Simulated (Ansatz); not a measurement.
# CH₆ClFSi₂: a ladder of functionals and wavefunction methods

One table from this session's results is given with a row withheld; the runs are named, their logs left out.

Computed with Ansatz 0.2.0, Gaussian basis. Level: functionals in def2-TZVPP, the program's frozen cores in correlated methods.

Levels to be run: PBE-D4, r2SCAN-D4, PBE0-D4, B3LYP-D4, ωB97X-V, ωB97M-V, B2PLYP; CCSD(T)/def2-TZVPP; MP2/def2-QZVPP; extrapolation to the limit.

**The relaxed structure**

All runs share one geometry, relaxed beforehand with PBE0-D4 in a triple-zeta def2 set.

SMILES `FC[SiH]([SiH3])Cl`, 11 atoms, charge 0, spin multiplicity 1.

Atoms are counted from 1 here; the program's logs count them from 0.

Bond lengths: F1–C2 1.391 Å, C2–Si3 1.895 Å, C2–H6 1.095 Å, C2–H7 1.095 Å, Si3–Si4 2.339 Å, Si3–Cl5 2.067 Å, Si3–H8 1.485 Å, Si4–H9 1.486 Å, Si4–H10 1.487 Å, Si4–H11 1.486 Å. Angles: F1–C2–Si3 109.0°, F1–C2–H6 108.6°, F1–C2–H7 108.5°, Si3–C2–H6 111.1°, Si3–C2–H7 111.4°, H6–C2–H7 108.2°, C2–Si3–Si4 111.8°, C2–Si3–Cl5 105.8°, C2–Si3–H8 109.6°, Si4–Si3–Cl5 109.4°, Si4–Si3–H8 112.2°, Cl5–Si3–H8 107.7°, Si3–Si4–H9 109.3°, Si3–Si4–H10 109.0°, Si3–Si4–H11 110.1°, H9–Si4–H10 109.4°, H9–Si4–H11 109.4°, H10–Si4–H11 109.5°.

The first run:

in.yaml

```yaml
crystal:
  periodic: [false, false, false]
  atoms:
    - {symbol: F, position_ang: [-1.905838, 1.059486, 0.734895]}
    - {symbol: C, position_ang: [-0.681777, 1.560793, 0.303483]}
    - {symbol: Si, position_ang: [0.169652, 0.259326, -0.779985]}
    - {symbol: Si, position_ang: [0.445884, -1.769084, 0.351454]}
    - {symbol: Cl, position_ang: [2.025060, 1.041476, -1.246695]}
    - {symbol: H, position_ang: [-0.073843, 1.801038, 1.181389]}
    - {symbol: H, position_ang: [-0.861058, 2.487340, -0.251058]}
    - {symbol: H, position_ang: [-0.583409, 0.096369, -2.049708]}
    - {symbol: H, position_ang: [1.251921, -2.694067, -0.487124]}
    - {symbol: H, position_ang: [1.157322, -1.517261, 1.632356]}
    - {symbol: H, position_ang: [-0.878514, -2.382415, 0.631593]}
basis:
  gaussian: {orbitals: def2-TZVPP}
hamiltonian: {xc: pbe, dispersion: d4}
output: {forces: true, orbitals: {seedname: orbitals}}
```

The run is started by

```sh
$ ansatz run in.yaml --threads 4 --pin off --events-out ev --progress --plain --max-ram 10444MiB
```

Among the steps run: PBE-D4 (GGA); r2SCAN-D4 (meta-GGA); PBE0-D4 (hybrid); B3LYP-D4 (hybrid); ωB97X-V (range-separated); ωB97M-V (range-separated); B2PLYP (double hybrid); CCSD(T) in def2-TZVPP; MP2 in def2-QZVPP.

One of the session's tables, all rows but one given; the rest of the session is left out.

| method | atomisation energy (eV) |
| --- | --- |
| PBE-D4 | 37.298 |
| r2SCAN-D4 | ? |
| PBE0-D4 | 36.895 |
| B3LYP-D4 | 36.930 |
| ωB97X-V | 37.357 |
| ωB97M-V | 37.141 |
| B2PLYP | 36.470 |
| HF/def2-TZVPP | 27.681 |
| MP2/def2-TZVPP | 36.390 |
| CCSD/def2-TZVPP | 35.604 |
| CCSD(T)/def2-TZVPP | 36.070 |
| MP2/CBS | 37.421 |
| CCSD(T)/CBS | 37.101 |

Estimate the missing values for r2SCAN-D4.

As computed: atomisation energy (eV): 37.148. In the column «atomisation energy (eV)» it lies between ωB97M-V (37.141) and PBE-D4 (37.298).

To keep in mind: Free atoms (1 F, 1 C, 2 Si, 1 Cl, 6 H) were run apart at each level; the atomisation energy is their sum less the molecule, without zero-point or spin-orbit terms.
